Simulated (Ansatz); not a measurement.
The system is Cu2BrCl.

```
Br Cu Cl
1.0
     1.85551    1.07128    6.04751
    -1.85551    1.07128    6.04751
     0.00000   -2.14256    6.04751
Br Cu Cl
1 2 1
Direct
  0.00000 0.00000 0.00000
  0.75160 0.75160 0.75160
  0.24840 0.24840 0.24840
  0.50000 0.50000 0.50000
```

The cell comes from a database or a generator and needn't be the stable form of this composition.

Base run:

| Quantity | Value |
| --- | --- |
| Program | Ansatz 0.2.0 |
| Functional | PBE |
| Potentials or basis | Ansatz PAW |
| Cutoff | 420 eV (not typed: the program's choice for these potentials) |
| k mesh | 8 × 8 × 8 |
| Occupations | fermi-dirac, width 0.05 eV |
| Spin | no spin polarisation |

Its results: band gap on the k mesh 0.20 eV, direct; pressure 1.1 GPa; largest force 0.112 eV/Å.

The run is repeated on the same cell with these changes: hubbard terms from none to Cu d U = 2 eV; hubbard projectors from none to ortho-atomic (the default). What comes out?

Band gap on the k mesh 0.75 eV, direct; pressure 1.7 GPa; largest force 0.118 eV/Å.

The U term pushes filled and empty states of the shell apart.

Caveats: the density of states is complete only up to the lowest level of the last band computed.

A k mesh can miss the band edges.
